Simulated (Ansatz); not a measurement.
# TaHg2P3: the cost of one run

Program: Ansatz 0.2.0. Level of theory: DFT PBE, scalar-relativistic, plane waves, PAW. These are calculated values, not measurements.

1 further run of the same task is left out (it didn't finish).

**1. The starting structure**

It takes space group P6/mmm (No. 191, hexagonal). Conventional cell: a = 6.451 Å, b = 6.451 Å, c = 3.558 Å, α = 90.00°, β = 90.00°, γ = 120.00°. Ta (site symmetry 6/mmm) has 2 Ta at 3.56 Å and 12 P at 3.68 Å and 6 Hg at 3.72 Å as nearest neighbours. Hg (site symmetry -6m2) is surrounded by 6 P at 2.58 Å. P (site symmetry mmm) has 4 Hg at 2.58 Å and 4 Ta at 3.68 Å as nearest neighbours.

As a file:

```
Ta Hg P
1.0
     6.45063    0.00000    0.00000
    -3.22532    5.58641    0.00000
     0.00000    0.00000    3.55783
Ta Hg P
1 2 3
Direct
  0.00000 0.00000 0.00000
  0.33333 0.66667 0.00000
  0.66667 0.33333 0.00000
  0.50000 0.00000 0.50000
  0.50000 0.50000 0.50000
  0.00000 0.50000 0.50000
```

A structure generator made this guess: species swapped into a database cell of TmB2Ru3 (P6/mmm, No. 191), with Ta on the Tm sites, Hg on the B sites and P on the Ru sites. Lengths come from tabulated atomic sizes and are only a guess.

**2. The guess as it stands, on a coarse mesh**

input.yaml reads:

```yaml
crystal:
  lattice:
    - [6.45063234, 0.0, 0.0]
    - [-3.22531617, 5.58641148, 0.0]
    - [0.0, 0.0, 3.55782916]
  atoms:
    - { symbol: Ta, position: [0.0, 0.0, 0.0] }
    - { symbol: Hg, position: [0.33333333, 0.66666667, 0.0] }
    - { symbol: Hg, position: [0.66666667, 0.33333333, 0.0] }
    - { symbol: P, position: [0.5, 0.0, 0.5] }
    - { symbol: P, position: [0.5, 0.5, 0.5] }
    - { symbol: P, position: [0.0, 0.5, 0.5] }
basis:
  ecutwfc: 420
kpoints:
  mp_grid: { grid: [3, 3, 6] }
hamiltonian:
  xc: pbe
scf:
  occupations: { method: gaussian, width: 0.1 }
  lower_state_search: "off"
output:
  forces: true
  stress: true
  eigenvalues: true
```

Launch:

```sh
> ansatz run input.yaml --threads 1 --pin off --max-ram 2048MiB --backend cpu --events-out ev --progress --plain --runs-dir out
```

Q: Estimate wall time and peak memory on 1 thread of Arm Neoverse V2, shared host.

About 3 s, with a peak of 0.39 GiB.
